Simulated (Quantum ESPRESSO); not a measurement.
## WAu: zone-centre phonons under several settings

```
W Au
1.0
     0.00000    2.90921    2.90921
     2.90921    0.00000    2.90921
     2.90921    2.90921    0.00000
W Au
1 1
Direct
  0.00000 0.00000 0.00000
  0.75000 0.75000 0.75000
```

The cell was built by a generator and needn't be a form met in nature.

All runs used Quantum ESPRESSO 7.5; k mesh 8 × 8 × 8; relaxed cell; no spin polarisation; occupations cold, width 0.2 eV.

| level | potentials | cutoff (eV) | volume (Å³/atom) | pressure (GPa) | lowest optical mode without the field (cm⁻¹) |
| --- | --- | --- | --- | --- | --- |
| LDA | PseudoDojo 0.4.1 SR LDA standard | 952 | 23.15 | -0.1 | 201 |
| PBE | PseudoDojo 0.4.1 SR PBE standard | 1034 | 24.61 | 0.0 | 186 |
| PBEsol | PseudoDojo 0.4.1 SR PBEsol standard | 1034 | 23.70 | 0.0 | 195 |
| PW91 | PseudoDojo 0.4.1 SR PBE standard | 1034 | ? | 0.0 | ? |
| BLYP | PseudoDojo 0.4.1 SR PBE standard | 1034 | 25.80 | 0.0 | 174 |

Q: What stands in the row left open?

A: Volume 24.60 Å³/atom; lowest optical mode without the field 186 cm⁻¹.

Caveats: the potentials were made for another functional, which shifts forces and pressure (some runs).

For the row left open. Caveat: the potentials were made for another functional, which shifts forces and pressure.
